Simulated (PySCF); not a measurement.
**A gas-phase reaction: GeH6Si + F2 → FGeH5Si + FH**

Aim: the reaction energy of `[SiH3][GeH3]` + `FF` → `F[SiH2][GeH3]` + `F`.

Computed with PySCF 2.14.0; each step states its level. No surroundings beyond the atoms listed, unless a continuum is named. Atoms count from 0, parts from 1.

### 1 The system as given

Each species was relaxed by itself at PBE0-D3(BJ)/def2-SVPD.

### 2 Energies of the species: wB97M-D3(BJ)/def2-TZVPD

What the job is given:

```
{"job": {"kind": "react", "xc": "wB97M-D3(BJ)", "basis": "def2-TZVPD"}, "charge": 0, "multiplicity": 1}
-1 GeH6Si charge 0 multiplicity 1
Si    -0.049990     1.163700    -0.183410
Ge     0.085860    -1.182940     0.199220
H     -1.029310     1.781380     0.760440
H     -0.495130     1.431930    -1.583860
H      1.286900     1.796060     0.027080
H     -1.316990    -1.815160     0.199680
H      0.745950    -1.472540     1.558690
H      0.921890    -1.864810    -0.897940

-1 F2 charge 0 multiplicity 1
F      0.688660     0.014120    -0.016450
F     -0.688660    -0.014120     0.016450

+1 FGeH5Si charge 0 multiplicity 1
F     -0.800220     1.215460    -1.751100
Si    -0.575340     0.966140    -0.137890
Ge     0.645850    -1.057760     0.146950
H     -1.927770     0.897040     0.487590
H      0.163240     2.150390     0.388310
H     -0.028170    -2.198020    -0.631590
H      0.673700    -1.423220     1.641750
H      2.090560    -0.891030    -0.349260

+1 FH charge 0 multiplicity 1
F      0.458810     0.003700    -0.034140
H     -0.458810    -0.003700     0.034140
```

Method: wB97M-D3(BJ)/def2-TZVPD reaction energy of separated species, gas phase.

The run is started by

```
> OMP_NUM_THREADS=1 python cluster_run.py task.json out
```

The driver reads the jobs from task.json and runs them one after another.

Log:

```text
species 1 (GeH6Si)
coarse grid: 28664 points
cycle   1  E = -2370.1191308521  dE = -8.914e-01  |g| = 5.686e-01  |ddm| = 2.131e+00
cycle   2  E = -2370.1260126407  dE = -6.882e-03  |g| = 5.707e-01  |ddm| = 6.558e-01
cycle   3  E = -2370.1474989618  dE = -2.149e-02  |g| = 1.980e-02  |ddm| = 3.071e-01
cycle   4  E = -2370.1476802965  dE = -1.813e-04  |g| = 8.682e-03  |ddm| = 3.850e-02
cycle   5  E = -2370.1477022147  dE = -2.192e-05  |g| = 1.014e-03  |ddm| = 1.237e-02
cycle   6  E = -2370.1477029885  dE = -7.739e-07  |g| = 3.246e-04  |ddm| = 2.692e-03
final grid: 57200 points
cycle   7  E = -2370.1476333439  dE = -6.867e-08  |g| = 2.214e-04  |ddm| = 1.406e-03
cycle   8  E = -2370.1476333514  dE = -7.497e-09  |g| = 2.223e-04  |ddm| = 3.582e-04
cycle   9  E = -2370.1476333552  dE = -3.819e-09  |g| = 2.187e-05  |ddm| = 1.280e-04
cycle  10  E = -2370.1476333557  dE = -5.357e-10  |g| = 8.432e-06  |ddm| = 7.399e-05
converged SCF energy = -2370.1476333557

species 2 (F2)
coarse grid: 10600 points
cycle   1  E = -199.6113014486  dE =  1.195e-02  |g| = 3.458e-01  |ddm| = 1.052e+00
cycle   2  E = -199.6264079748  dE = -1.511e-02  |g| = 1.647e-01  |ddm| = 1.842e-01
cycle   3  E = -199.6293661146  dE = -2.958e-03  |g| = 2.217e-02  |ddm| = 5.435e-02
cycle   4  E = -199.6294276957  dE = -6.158e-05  |g| = 8.600e-03  |ddm| = 1.161e-02
cycle   5  E = -199.6294385457  dE = -1.085e-05  |g| = 7.501e-04  |ddm| = 4.105e-03
cycle   6  E = -199.6294386840  dE = -1.383e-07  |g| = 3.049e-05  |ddm| = 6.348e-04
final grid: 23208 points
cycle   7  E = -199.6294278419  dE = -2.207e-09  |g| = 2.066e-05  |ddm| = 1.245e-04
cycle   8  E = -199.6294278419  dE = -7.216e-11  |g| = 1.074e-05  |ddm| = 1.693e-05
converged SCF energy = -199.6294278419

species 3 (FGeH5Si)
coarse grid: 31488 points
cycle   1  E = -2469.4398497708  dE = -7.302e-01  |g| = 7.827e-01  |ddm| = 2.179e+00
cycle   2  E = -2469.4278129157  dE =  1.204e-02  |g| = 9.107e-01  |ddm| = 8.759e-01
cycle   3  E = -2469.5188868542  dE = -9.107e-02  |g| = 6.107e-02  |ddm| = 4.218e-01
cycle   4  E = -2469.5193759036  dE = -4.890e-04  |g| = 2.979e-02  |ddm| = 5.098e-02
cycle   5  E = -2469.5195010319  dE = -1.251e-04  |g| = 5.883e-03  |ddm| = 2.517e-02
cycle   6  E = -2469.5195088888  dE = -7.857e-06  |g| = 1.036e-03  |ddm| = 6.645e-03
final grid: 63432 points
cycle   7  E = -2469.5193794578  dE = -4.324e-07  |g| = 8.285e-04  |ddm| = 2.713e-03
cycle   8  E = -2469.5193794892  dE = -3.138e-08  |g| = 8.731e-04  |ddm| = 8.707e-04
cycle   9  E = -2469.5193795817  dE = -9.257e-08  |g| = 8.134e-05  |ddm| = 3.696e-04
cycle  10  E = -2469.5193795851  dE = -3.383e-09  |g| = 3.361e-05  |ddm| = 1.188e-04
cycle  11  E = -2469.5193795860  dE = -8.467e-10  |g| = 1.419e-05  |ddm| = 7.894e-05
converged SCF energy = -2469.5193795860

species 4 (FH)
coarse grid: 7776 points
cycle   1  E = -100.4688199181  dE = -9.408e-02  |g| = 4.644e-01  |ddm| = 6.197e-01
cycle   2  E = -100.4725010197  dE = -3.681e-03  |g| = 5.038e-01  |ddm| = 3.808e-01
cycle   3  E = -100.5053147565  dE = -3.281e-02  |g| = 2.574e-02  |ddm| = 1.678e-01
cycle   4  E = -100.5053907341  dE = -7.598e-05  |g| = 5.006e-03  |ddm| = 1.077e-02
cycle   5  E = -100.5053953752  dE = -4.641e-06  |g| = 4.334e-04  |ddm| = 3.766e-03
final grid: 16976 points
cycle   6  E = -100.5053934379  dE = -6.411e-08  |g| = 1.051e-04  |ddm| = 8.215e-04
cycle   7  E = -100.5053934413  dE = -3.452e-09  |g| = 7.920e-05  |ddm| = 2.173e-04
cycle   8  E = -100.5053934421  dE = -8.221e-10  |g| = 2.087e-05  |ddm| = 3.725e-05
converged SCF energy = -100.5053934421

Reaction energy = -155.439 kcal/mol
```

Wall time 25 s (1 thread of Arm Neoverse V1, shared host); peak memory 0.64 GiB.

Species by species (with the dispersion term, which the log's SCF energies lack):

```csv
ν,species,energy (Eh),HOMO (eV)
-1,[SiH3][GeH3],-2370.15374,-10.40
-1,FF,-199.62975,-14.36
+1,F[SiH2][GeH3],-2469.52557,-10.51
+1,F,-100.50563,-14.54
```

### 3 Energies of the species: PBE0-D3(BJ)/def2-TZVPD

The job, as its differences from that of step 2:

```diff
@@ -1,2 +1,2 @@
-{"job": {"kind": "react", "xc": "wB97M-D3(BJ)", "basis": "def2-TZVPD"}, "charge": 0, "multiplicity": 1}
+{"job": {"kind": "react", "xc": "PBE0", "basis": "def2-TZVPD", "disp": "d3bj"}, "charge": 0, "multiplicity": 1}
 -1 GeH6Si charge 0 multiplicity 1
```

With the program's defaults for keys left out, this is: PBE0-D3(BJ)/def2-TZVPD reaction energy of separated species, gas phase.

Log:

```text
species 1 (GeH6Si)
coarse grid: 28664 points
cycle   1  E = -2369.6814952614  dE = -8.398e-01  |g| = 6.052e-01  |ddm| = 2.075e+00
cycle   2  E = -2369.6742269247  dE =  7.268e-03  |g| = 6.840e-01  |ddm| = 6.982e-01
cycle   3  E = -2369.7058615356  dE = -3.163e-02  |g| = 2.016e-02  |ddm| = 3.872e-01
cycle   4  E = -2369.7059226710  dE = -6.114e-05  |g| = 6.527e-03  |ddm| = 2.236e-02
cycle   5  E = -2369.7059315549  dE = -8.884e-06  |g| = 7.530e-04  |ddm| = 7.719e-03
final grid: 57200 points
cycle   6  E = -2369.7059239826  dE = -1.167e-07  |g| = 6.802e-04  |ddm| = 2.670e-03
cycle   7  E = -2369.7059240168  dE = -3.419e-08  |g| = 7.343e-04  |ddm| = 1.491e-03
cycle   8  E = -2369.7059241255  dE = -1.087e-07  |g| = 1.141e-04  |ddm| = 6.421e-04
cycle   9  E = -2369.7059241272  dE = -1.723e-09  |g| = 7.251e-06  |ddm| = 9.371e-05
cycle  10  E = -2369.7059241272  dE = -1.000e-11  |g| = 1.389e-06  |ddm| = 7.486e-06
converged SCF energy = -2369.7059241272

species 2 (F2)
coarse grid: 2176 points
cycle   1  E = -199.3949408173  dE =  9.182e-02  |g| = 2.764e-01  |ddm| = 1.051e+00
cycle   2  E = -199.4014702284  dE = -6.529e-03  |g| = 1.374e-01  |ddm| = 1.363e-01
cycle   3  E = -199.4037854106  dE = -2.315e-03  |g| = 2.290e-02  |ddm| = 5.059e-02
cycle   4  E = -199.4038484213  dE = -6.301e-05  |g| = 8.080e-03  |ddm| = 1.132e-02
cycle   5  E = -199.4038566269  dE = -8.206e-06  |g| = 1.817e-04  |ddm| = 3.279e-03
final grid: 23208 points
cycle   6  E = -199.4096321279  dE = -7.830e-06  |g| = 1.273e-03  |ddm| = 8.098e-03
cycle   7  E = -199.4096321815  dE = -5.364e-08  |g| = 1.040e-03  |ddm| = 8.907e-04
cycle   8  E = -199.4096323195  dE = -1.380e-07  |g| = 7.453e-05  |ddm| = 4.293e-04
cycle   9  E = -199.4096323203  dE = -7.138e-10  |g| = 1.972e-05  |ddm| = 3.173e-05
converged SCF energy = -199.4096323203

species 3 (FGeH5Si)
coarse grid: 31488 points
cycle   1  E = -2468.8955396126  dE = -6.693e-01  |g| = 8.055e-01  |ddm| = 2.180e+00
cycle   2  E = -2468.7878346465  dE =  1.077e-01  |g| = 1.193e+00  |ddm| = 9.960e-01
cycle   3  E = -2468.9626389733  dE = -1.748e-01  |g| = 1.540e-01  |ddm| = 6.107e-01
cycle   4  E = -2468.9654384846  dE = -2.800e-03  |g| = 2.297e-02  |ddm| = 8.261e-02
cycle   5  E = -2468.9654897721  dE = -5.129e-05  |g| = 5.417e-03  |ddm| = 1.767e-02
cycle   6  E = -2468.9654946347  dE = -4.863e-06  |g| = 7.066e-04  |ddm| = 5.141e-03
final grid: 63432 points
cycle   7  E = -2468.9654635232  dE = -1.754e-08  |g| = 9.697e-04  |ddm| = 2.528e-03
cycle   8  E = -2468.9654633828  dE =  1.404e-07  |g| = 1.425e-03  |ddm| = 1.359e-03
cycle   9  E = -2468.9654636789  dE = -2.961e-07  |g| = 1.223e-04  |ddm| = 7.008e-04
cycle  10  E = -2468.9654636820  dE = -3.134e-09  |g| = 1.903e-05  |ddm| = 1.073e-04
cycle  11  E = -2468.9654636821  dE = -2.638e-11  |g| = 2.427e-06  |ddm| = 1.207e-05
converged SCF energy = -2468.9654636821

species 4 (FH)
coarse grid: 1712 points
cycle   1  E = -100.3540859475  dE = -3.605e-02  |g| = 4.957e-01  |ddm| = 6.253e-01
cycle   2  E = -100.3145687438  dE =  3.952e-02  |g| = 7.430e-01  |ddm| = 5.125e-01
cycle   3  E = -100.3938080040  dE = -7.924e-02  |g| = 2.284e-02  |ddm| = 2.892e-01
cycle   4  E = -100.3938835675  dE = -7.556e-05  |g| = 4.205e-03  |ddm| = 9.787e-03
cycle   5  E = -100.3938855512  dE = -1.984e-06  |g| = 3.555e-04  |ddm| = 1.247e-03
final grid: 16976 points
cycle   6  E = -100.3948395747  dE = -1.854e-05  |g| = 3.983e-03  |ddm| = 7.486e-03
cycle   7  E = -100.3948376647  dE =  1.910e-06  |g| = 5.477e-03  |ddm| = 3.341e-03
cycle   8  E = -100.3948417225  dE = -4.058e-06  |g| = 9.965e-05  |ddm| = 2.006e-03
cycle   9  E = -100.3948417237  dE = -1.288e-09  |g| = 1.782e-05  |ddm| = 3.938e-05
cycle  10  E = -100.3948417238  dE = -4.810e-11  |g| = 3.052e-06  |ddm| = 1.027e-05
converged SCF energy = -100.3948417238

Reaction energy = -153.636 kcal/mol
```

Wall time 13 s (1 thread of Arm Neoverse V1, shared host); peak memory 0.6 GiB.

Reaction energy at this level: -153.6 kcal/mol.

### 4 Reaction energy: MP2/def2-TZVPD

The job, as its differences from that of step 3:

```diff
@@ -1,2 +1,2 @@
-{"job": {"kind": "react", "xc": "PBE0", "basis": "def2-TZVPD", "disp": "d3bj"}, "charge": 0, "multiplicity": 1}
+{"job": {"kind": "react", "xc": "MP2", "basis": "def2-TZVPD"}, "charge": 0, "multiplicity": 1}
 -1 GeH6Si charge 0 multiplicity 1
```

Level: MP2/def2-TZVPD reaction energy of separated species, gas phase.

Log:

```text
species 1 (GeH6Si)
final grid: 57200 points
cycle   1  E = -2367.7538270287  dE = -9.870e-01  |g| = 3.634e-01  |ddm| = 2.077e+00
cycle   2  E = -2367.7856890623  dE = -3.186e-02  |g| = 2.314e-01  |ddm| = 3.765e-01
cycle   3  E = -2367.7907927955  dE = -5.104e-03  |g| = 4.117e-02  |ddm| = 1.673e-01
cycle   4  E = -2367.7917683297  dE = -9.755e-04  |g| = 7.954e-03  |ddm| = 7.319e-02
cycle   5  E = -2367.7918011691  dE = -3.284e-05  |g| = 1.790e-03  |ddm| = 1.497e-02
cycle   6  E = -2367.7918036647  dE = -2.496e-06  |g| = 4.570e-04  |ddm| = 4.955e-03
cycle   7  E = -2367.7918038276  dE = -1.628e-07  |g| = 6.631e-05  |ddm| = 1.225e-03
cycle   8  E = -2367.7918038313  dE = -3.780e-09  |g| = 1.242e-05  |ddm| = 2.768e-04
cycle   9  E = -2367.7918038315  dE = -1.392e-10  |g| = 3.049e-06  |ddm| = 5.298e-05
converged SCF energy = -2367.7918038315

species 2 (F2)
final grid: 23208 points
cycle   1  E = -198.7437221682  dE = -9.861e-02  |g| = 3.997e-01  |ddm| = 1.051e+00
cycle   2  E = -198.7662955824  dE = -2.257e-02  |g| = 1.393e-01  |ddm| = 1.852e-01
cycle   3  E = -198.7684701444  dE = -2.175e-03  |g| = 2.171e-02  |ddm| = 5.087e-02
cycle   4  E = -198.7685853722  dE = -1.152e-04  |g| = 5.686e-03  |ddm| = 1.383e-02
cycle   5  E = -198.7685929133  dE = -7.541e-06  |g| = 9.806e-04  |ddm| = 3.640e-03
cycle   6  E = -198.7685931924  dE = -2.790e-07  |g| = 1.391e-04  |ddm| = 7.865e-04
cycle   7  E = -198.7685931968  dE = -4.443e-09  |g| = 1.112e-05  |ddm| = 1.118e-04
cycle   8  E = -198.7685931968  dE = -3.570e-11  |g| = 1.257e-06  |ddm| = 1.187e-05
converged SCF energy = -198.7685931968

species 3 (FGeH5Si)
final grid: 63432 points
cycle   1  E = -2466.6841904639  dE = -8.632e-01  |g| = 5.872e-01  |ddm| = 2.147e+00
cycle   2  E = -2466.7398121384  dE = -5.562e-02  |g| = 4.035e-01  |ddm| = 5.240e-01
cycle   3  E = -2466.7595014103  dE = -1.969e-02  |g| = 4.413e-02  |ddm| = 2.158e-01
cycle   4  E = -2466.7605342512  dE = -1.033e-03  |g| = 1.042e-02  |ddm| = 7.659e-02
cycle   5  E = -2466.7605849689  dE = -5.072e-05  |g| = 2.509e-03  |ddm| = 1.628e-02
cycle   6  E = -2466.7605876925  dE = -2.724e-06  |g| = 9.204e-04  |ddm| = 4.070e-03
cycle   7  E = -2466.7605879870  dE = -2.946e-07  |g| = 2.829e-04  |ddm| = 1.256e-03
cycle   8  E = -2466.7605880214  dE = -3.435e-08  |g| = 5.799e-05  |ddm| = 4.494e-04
cycle   9  E = -2466.7605880237  dE = -2.358e-09  |g| = 1.306e-05  |ddm| = 1.415e-04
cycle  10  E = -2466.7605880239  dE = -1.905e-10  |g| = 3.973e-06  |ddm| = 3.283e-05
converged SCF energy = -2466.7605880239

species 4 (FH)
final grid: 16976 points
cycle   1  E = -100.0371202027  dE = -1.649e-01  |g| = 4.007e-01  |ddm| = 6.032e-01
cycle   2  E = -100.0578878420  dE = -2.077e-02  |g| = 2.336e-01  |ddm| = 2.533e-01
cycle   3  E = -100.0646341866  dE = -6.746e-03  |g| = 2.356e-02  |ddm| = 8.091e-02
cycle   4  E = -100.0647516142  dE = -1.174e-04  |g| = 6.199e-03  |ddm| = 1.253e-02
cycle   5  E = -100.0647673258  dE = -1.571e-05  |g| = 1.459e-03  |ddm| = 5.121e-03
cycle   6  E = -100.0647685987  dE = -1.273e-06  |g| = 2.290e-04  |ddm| = 1.848e-03
cycle   7  E = -100.0647686331  dE = -3.438e-08  |g| = 1.958e-05  |ddm| = 4.211e-04
cycle   8  E = -100.0647686333  dE = -1.849e-10  |g| = 2.360e-06  |ddm| = 2.495e-05
converged SCF energy = -100.0647686333

Reaction energy = -164.695 kcal/mol
```

Wall time 6.2 s (1 thread of Arm Neoverse V1, shared host); peak memory 0.49 GiB.

Reaction energy at this level: -164.7 kcal/mol.

### 5 Side by side

Energies in kcal/mol, with wall time:

| run | reaction | time |
| --- | --- | --- |
| wB97M-D3(BJ)/def2-TZVPD | -155.4 | 25 s |
| PBE0-D3(BJ)/def2-TZVPD | -153.6 | 13 s |
| MP2/def2-TZVPD | -164.7 | 6.2 s |

### 6 Summary of results

```
                                                quantity                      value
               reaction energy (wB97M-D3(BJ)/def2-TZVPD)            -155.4 kcal/mol
                     ΔH, ΔG at 298 K (xTB thermal terms)    -153.5, -153.8 kcal/mol
range of the reaction energy over the runs of this table  -164.7 to -153.6 kcal/mol
```

In words: The reaction is exothermic by 153.5 kcal/mol in the gas phase; dispersion gives +0.00, and xTB itself gave -123.2 for the electronic energy (xTB energies and thermal terms come from the earlier relaxation of each species, not shown). No barrier was sought. xTB and this level differ widely in the electronic energy, so what comes from xTB (the thermal terms above all) is less safe here. The reaction energy runs from -164.7 (MP2/def2-TZVPD) to -153.6 kcal/mol (PBE0-D3(BJ)/def2-TZVPD).
